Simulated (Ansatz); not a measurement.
# CH5AlCl2O: the cost of one run

Computed with Ansatz 0.2.0, Gaussian basis. Level: the settings change from run to run.

### 1 The relaxed structure

The geometry comes from an earlier relaxation with PBE0-D4 in a triple-zeta def2 set; it is a stationary point, not always the lowest conformer.

10 atoms, charge 0, spin multiplicity 1.

Atoms are counted from 1 here; the program's logs count them from 0.

Bond lengths: C1–Al2 1.934 Å, C1–H6 1.093 Å, C1–H7 1.093 Å, C1–H8 1.094 Å, Al2–O3 1.979 Å, Al2–Cl4 2.138 Å, Al2–Cl5 2.138 Å, O3–H9 0.968 Å, O3–H10 0.968 Å. Angles: Al2–C1–H6 111.6°, Al2–C1–H7 111.6°, Al2–C1–H8 110.7°, H6–C1–H7 108.2°, H6–C1–H8 107.3°, H7–C1–H8 107.3°, C1–Al2–O3 108.6°, C1–Al2–Cl4 118.7°, C1–Al2–Cl5 118.7°, O3–Al2–Cl4 94.7°, O3–Al2–Cl5 94.7°, Cl4–Al2–Cl5 114.5°, Al2–O3–H9 108.2°, Al2–O3–H10 108.2°, H9–O3–H10 107.7°.

### 2 wB97M-V/def2-SVP

This run has unrestricted orbitals, relativity set to scalar.

File in.yaml:

```yaml
crystal:
  periodic: [false, false, false]
  atoms:
    - {symbol: C, position_ang: [-1.505939, -0.508443, 0.282222]}
    - {symbol: Al, position_ang: [0.057627, 0.267496, -0.550212]}
    - {symbol: O, position_ang: [1.595834, 0.062092, 0.677577]}
    - {symbol: Cl, position_ang: [0.985200, -0.777762, -2.167859]}
    - {symbol: Cl, position_ang: [0.209709, 2.396645, -0.665552]}
    - {symbol: H, position_ang: [-1.747863, -0.010724, 1.225253]}
    - {symbol: H, position_ang: [-1.366349, -1.573827, 0.484782]}
    - {symbol: H, position_ang: [-2.378740, -0.412599, -0.369777]}
    - {symbol: H, position_ang: [2.285268, -0.436727, 0.216692]}
    - {symbol: H, position_ang: [1.948353, 0.942650, 0.869674]}
basis:
  gaussian: {orbitals: def2-SVP}
magnetization: {spin_polarized: true, initial_magnetization: 0}
hamiltonian: {xc: {name: wB97M-V}, pseudopotentials: {relativity: scalar}}
output: {forces: true}
```

The run is started by

```bash
$ ansatz run in.yaml --threads 4 --pin off --events-out ev --progress --plain --max-ram 10444MiB
```

What time and memory should one allow on 4 threads of Arm Neoverse V2, shared host?

About 8 s, with a peak of 0.58 GiB.
